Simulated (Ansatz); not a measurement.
# Cs3Pt: the cost of one run

Program: Ansatz 0.2.0. Level of theory: DFT PBE, scalar-relativistic, plane waves, PAW. These are calculated values, not measurements.

1 further run of the same task is left out (it didn't finish).

### Step 1. The system as given

Symmetry: Pm-3m, No. 221, cubic system. Conventional cell: a = 5.778 Å, b = 5.778 Å, c = 5.778 Å, α = 90.00°, β = 90.00°, γ = 90.00°. Cs (site symmetry 4/mmm) is surrounded by 8 Cs at 4.09 Å and 4 Pt at 4.09 Å. Around Pt (site symmetry m-3m) lie 12 Cs at 4.09 Å.

Coordinates:

```cif
data_structure
_symmetry_space_group_name_H-M 'P 1'
_symmetry_Int_Tables_number 1
_cell_length_a 5.7777
_cell_length_b 5.7777
_cell_length_c 5.7777
_cell_angle_alpha 90.000
_cell_angle_beta 90.000
_cell_angle_gamma 90.000
_cell_volume 192.87
loop_
_atom_site_label
_atom_site_type_symbol
_atom_site_fract_x
_atom_site_fract_y
_atom_site_fract_z
_atom_site_occupancy
Cs1 Cs 0.00000 0.00000 0.50000 1
Cs2 Cs 0.00000 0.50000 0.00000 1
Cs3 Cs 0.50000 0.00000 0.00000 1
Pt1 Pt 0.50000 0.50000 0.50000 1
```

This is candidate A: structure listed in a database for this formula (Pm-3m, No. 221).

(A quick probe on a coarse mesh, which set the mesh and smearing, is not shown.)

### Step 3. Relaxing cell and atoms (candidate A)

input.yaml reads:

```yaml
crystal:
  lattice:
    - [5.777653, 0.0, 0.0]
    - [0.0, 5.777653, 0.0]
    - [0.0, 0.0, 5.777653]
  atoms:
    - { symbol: Cs, position: [0.0, 0.0, 0.5] }
    - { symbol: Cs, position: [0.0, 0.5, 0.0] }
    - { symbol: Cs, position: [0.5, 0.0, 0.0] }
    - { symbol: Pt, position: [0.5, 0.5, 0.5] }
basis:
  ecutwfc: 420
kpoints:
  mp_grid: { grid: [8, 8, 8] }
hamiltonian:
  xc: pbe
scf:
  occupations: { method: gaussian, width: 0.1 }
output:
  forces: true
  stress: true
  eigenvalues: true
relax:
  adjacent_minimum: "off"
  f_tol: 0.01
  max_steps: 80
  cell: { stress_tol: 0.05 }
```

On the command line:

```
$ ansatz run input.yaml --threads 1 --pin off --max-ram 2560MiB --backend cpu --events-out ev --progress --plain --runs-dir out
```

What time and memory should one allow on 1 thread of Intel Xeon Platinum 8488C (Sapphire Rapids), shared host?

About 44 s, with a peak of 0.54 GiB.
